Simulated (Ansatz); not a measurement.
**CH7BFNSi (SMILES C[SiH2]B(N)F) at 3 levels**

Aim: a comparison of 3 runs (HF/def2-SVP, B3LYP/6-31G*, MP2/3-21G) of CH7BFNSi. 

The calculation is run with Ansatz 0.2.0.

3 further runs of the same task are left out: 2 that didn't finish, 1 set aside as unsound or not needed.

**1. Starting point**

CH7BFNSi has 12 atoms, charge 0, and is taken as a singlet. SMILES: `C[SiH2]B(N)F`. Geometry: relaxed at PBE0-D4/def2-TZVP. This is one conformer, not always the lowest.

Bond lengths: C1–Si2 1.878 Å, Si2–B3 2.032 Å, B3–N4 1.392 Å, B3–F5 1.347 Å, C1–H6 1.092 Å, C1–H7 1.092 Å, C1–H8 1.092 Å, Si2–H9 1.495 Å, Si2–H10 1.493 Å, N4–H11 1.008 Å, N4–H12 1.004 Å. Some angles: C1–Si2–B3 112.0°, Si2–B3–N4 123.3°, Si2–B3–F5 119.4°, N4–B3–F5 117.3°, C1–Si2–H9 109.9°, C1–Si2–H10 109.3°, B3–Si2–H9 109.5°, B3–Si2–H10 109.4°, Si2–C1–H6 110.9°, Si2–C1–H7 111.1°.

**2. Energy and gradient at HF/def2-SVP (run 1)**

input.yaml

```yaml
crystal:
  periodic: [false, false, false]
  atoms:
    - {symbol: C, position_ang: [-1.831300, 0.418600, -0.759800]}
    - {symbol: Si, position_ang: [-0.523600, -0.728100, -0.051000]}
    - {symbol: B, position_ang: [1.017300, 0.297700, 0.785900]}
    - {symbol: N, position_ang: [2.354000, 0.047600, 0.487900]}
    - {symbol: F, position_ang: [0.755000, 1.274900, 1.675000]}
    - {symbol: H, position_ang: [-1.415300, 1.038800, -1.556800]}
    - {symbol: H, position_ang: [-2.670200, -0.147100, -1.170200]}
    - {symbol: H, position_ang: [-2.214800, 1.082400, 0.018400]}
    - {symbol: H, position_ang: [-0.000300, -1.627400, -1.124400]}
    - {symbol: H, position_ang: [-1.147500, -1.610900, 0.978700]}
    - {symbol: H, position_ang: [3.111700, 0.556100, 0.916500]}
    - {symbol: H, position_ang: [2.641900, -0.657700, -0.166200]}
basis:
  gaussian:
    orbitals: def2-SVP
total_charge: 0
hamiltonian:
  xc: hf
accuracy: high
output:
  forces: true
  orbitals: {seedname: orbitals}
```

Run with:

```
$ ansatz run input.yaml --threads 1 --pin off --max-ram 2610MiB --events-out events.jsonl --progress --plain --runs-dir runs
```

The log of the run:

```text
Warning: RAYON_NUM_THREADS=1 ignored (pool sized by the plan → 1); use --threads N
[... 13 lines left out ...]
Total energy: -13858.74011590 eV, -509.2993054680 hartree
[... 12 lines left out ...]
Dipole moment:     0.379302    -0.083210    -0.226404 e Å
```

Run time: 9.3 s. Hardware: 1 thread of Intel Xeon Platinum 8259CL at 2.50GHz (Skylake/Cascade Lake), shared host.

**3. Energy and forces at B3LYP/6-31G(d) (Cartesian functions) (run 2)**

in.yaml

```yaml
crystal:
  periodic: [false, false, false]
  atoms:
    - symbol: C
      position_ang: [-1.831300, 0.418600, -0.759800]
    - symbol: Si
      position_ang: [-0.523600, -0.728100, -0.051000]
    - symbol: B
      position_ang: [1.017300, 0.297700, 0.785900]
    - symbol: "N"
      position_ang: [2.354000, 0.047600, 0.487900]
    - symbol: F
      position_ang: [0.755000, 1.274900, 1.675000]
    - symbol: H
      position_ang: [-1.415300, 1.038800, -1.556800]
    - symbol: H
      position_ang: [-2.670200, -0.147100, -1.170200]
    - symbol: H
      position_ang: [-2.214800, 1.082400, 0.018400]
    - symbol: H
      position_ang: [-0.000300, -1.627400, -1.124400]
    - symbol: H
      position_ang: [-1.147500, -1.610900, 0.978700]
    - symbol: H
      position_ang: [3.111700, 0.556100, 0.916500]
    - symbol: H
      position_ang: [2.641900, -0.657700, -0.166200]
basis:
  gaussian: {orbitals: "6-31G*"}
hamiltonian: {xc: {name: B3LYP}}
accuracy: high
output: {forces: true, orbitals: {seedname: orbitals}}
```

Run with:

```
$ ansatz run in.yaml --threads 1 --pin off --max-ram 2610MiB --events-out events.jsonl --progress --plain --runs-dir runs
```

The log of the run:

```text
Warning: RAYON_NUM_THREADS=1 ignored (pool sized by the plan → 1); use --threads N
[... 16 lines left out ...]
Total energy: -13914.85735592 eV, -511.3615760008 hartree
[... 12 lines left out ...]
Dipole moment:     0.379578    -0.014689    -0.184397 e Å
```

Wall time 16 s (1 thread of Intel Xeon Platinum 8259CL at 2.50GHz (Skylake/Cascade Lake), shared host).

**4. Energy and gradient at MP2/3-21G (run 3)**

input.yaml

```yaml
crystal:
  periodic: [false, false, false]
  atoms:
    - symbol: C
      position_ang: [-1.831300, 0.418600, -0.759800]
    - symbol: Si
      position_ang: [-0.523600, -0.728100, -0.051000]
    - symbol: B
      position_ang: [1.017300, 0.297700, 0.785900]
    - symbol: "N"
      position_ang: [2.354000, 0.047600, 0.487900]
    - symbol: F
      position_ang: [0.755000, 1.274900, 1.675000]
    - symbol: H
      position_ang: [-1.415300, 1.038800, -1.556800]
    - symbol: H
      position_ang: [-2.670200, -0.147100, -1.170200]
    - symbol: H
      position_ang: [-2.214800, 1.082400, 0.018400]
    - symbol: H
      position_ang: [-0.000300, -1.627400, -1.124400]
    - symbol: H
      position_ang: [-1.147500, -1.610900, 0.978700]
    - symbol: H
      position_ang: [3.111700, 0.556100, 0.916500]
    - symbol: H
      position_ang: [2.641900, -0.657700, -0.166200]
basis:
  gaussian: {orbitals: 3-21G.json}
correlation: {method: mp2, frozen_orbitals: {B: 1, C: 1, F: 1, H: 0, "N": 1, Si: 5}}
accuracy: high
output: {forces: true, orbitals: {seedname: orbitals}}
```

The basis set 3-21G is read from a file made from the Basis Set Exchange's data (not shown).

Run with:

```
$ ansatz run input.yaml --threads 1 --pin off --max-ram 2610MiB --events-out events.jsonl --progress --plain --runs-dir runs
```

The log of the run:

```text
Warning: RAYON_NUM_THREADS=1 ignored (pool sized by the plan → 1); use --threads N
[... 11 lines left out ...]
9 core orbitals not correlated: weight in the atoms' cores, before any rotation towards them, 1.000 or more for the frozen orbitals, at most 0.000 for the correlated occupied ones
[... 3 lines left out ...]
Total energy: -13803.09395390 eV, -507.2543467326 hartree
[... 12 lines left out ...]
Dipole moment:     0.453136    -0.042677    -0.193410 e Å
```

It took 4.8 s on 1 thread of Intel Xeon Platinum 8259CL at 2.50GHz (Skylake/Cascade Lake), shared host.

**5. Overview of the runs**

```
run                               level  Cartesian functions  frozen core orbitals  energy (Eh)  dipole moment (D)  HOMO energy (eV)  LUMO energy (eV)  wall time
  1                         HF/def2-SVP                   no                     –  -509.299305               2.16            -11.14              3.58      9.3 s
  2  B3LYP/6-31G* (Cartesian functions)                  yes                     –  -511.361576               2.03             -7.46              0.25       16 s
  3                           MP2/3-21G                   no                     9  -507.254347               2.38            -10.94              3.95      4.8 s
```

**6. What came out**

| quantity | value |
| --- | --- |
| run 3: total energy | -507.25435 Eh |
| run 3: dipole moment (correlated density) | 2.38 D |
| run 3: HOMO energy (Hartree–Fock orbitals) | -10.94 eV |
| run 3: LUMO energy (Hartree–Fock orbitals) | 3.95 eV |
| run 3: HOMO–LUMO gap (Hartree–Fock orbitals) | 14.89 eV |
| run 3: correlation energy (9 core orbitals frozen) | -421.6 mEh |
| run 3: largest force on an atom | 1.840 eV/Å |

What this shows: The dipole moment (its size) runs from 2.03 D (B3LYP/6-31G*) to 2.38 D (MP2/3-21G). The two ends differ in method and basis. All runs together took 30 s, the longest 16 s.
